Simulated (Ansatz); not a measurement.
# AlH5OSSi: small, medium and large basis sets

How large a basis does AlH5OSSi need? Two functionals are run in growing sets.

The runs use Ansatz 0.2.0, Gaussian basis; one geometry, several basis sets.

Plan: PBE0-D4/def2-SVP; ωB97M-V/def2-SVP; PBE0-D4/def2-QZVPP; ωB97M-V/def2-QZVPP; the functionals' def2-TZVPP values are taken from earlier runs.

### Step 1. The relaxed structure

The geometry comes from an earlier relaxation with PBE0-D4 in a triple-zeta def2 set; it is a stationary point, not always the lowest conformer.

SMILES `[AlH2][O][SiH2]S`, 9 atoms, charge 0, spin multiplicity 1.

Atoms are counted from 1 here; the program's logs count them from 0.

Bond lengths: Al1–O2 1.691 Å, Al1–H5 1.577 Å, Al1–H6 1.579 Å, O2–Si3 1.620 Å, Si3–S4 2.137 Å, Si3–H7 1.483 Å, Si3–H8 1.482 Å, S4–H9 1.344 Å. Angles: O2–Al1–H5 117.1°, O2–Al1–H6 118.4°, H5–Al1–H6 124.5°, Al1–O2–Si3 155.4°, O2–Si3–S4 113.0°, O2–Si3–H7 108.9°, O2–Si3–H8 110.4°, S4–Si3–H7 109.5°, S4–Si3–H8 103.9°, H7–Si3–H8 111.2°, Si3–S4–H9 94.6°.

### Step 2. PBE0-D4 in def2-SVP

Contents of in.yaml:

```yaml
crystal:
  periodic: [false, false, false]
  atoms:
    - {symbol: Al, position_ang: [-0.479457, 1.427332, -1.363964]}
    - {symbol: O, position_ang: [0.297179, 0.052807, -0.759031]}
    - {symbol: Si, position_ang: [0.624840, -1.090175, 0.340849]}
    - {symbol: S, position_ang: [-0.839350, -1.196348, 1.894461]}
    - {symbol: H, position_ang: [-0.559889, 1.575878, -2.932245]}
    - {symbol: H, position_ang: [-1.037786, 2.487471, -0.335063]}
    - {symbol: H, position_ang: [1.955926, -0.816686, 0.934560]}
    - {symbol: H, position_ang: [0.581505, -2.434421, -0.281460]}
    - {symbol: H, position_ang: [-0.454467, -0.052158, 2.484793]}
basis:
  gaussian: {orbitals: def2-SVP}
hamiltonian: {xc: pbe0, dispersion: d4}
output: {orbitals: {seedname: orbitals}}
```

Command:

```console
$ ansatz run in.yaml --threads 2 --pin off --events-out ev --progress --plain --max-ram 4352MiB
```

Further steps of the session: ωB97M-V in def2-SVP; PBE0-D4 in def2-QZVPP; ωB97M-V in def2-QZVPP.

Q: Predict the results of all the runs planned. Wanted: PBE0-D4: double and triple zeta above quadruple; ωB97M-V: double and triple zeta above quadruple.

**Answer**, as computed:

| quantity | value |
| --- | --- |
| PBE0-D4: double and triple zeta above quadruple | 12.61, 0.95 eV |
| ωB97M-V: double and triple zeta above quadruple | 12.60, 0.90 eV |

In words: PBE0-D4 gains 11.66 eV from double to triple zeta, then 0.95 eV more. Total energies overstate the basis error of differences, where much of it tends to cancel.
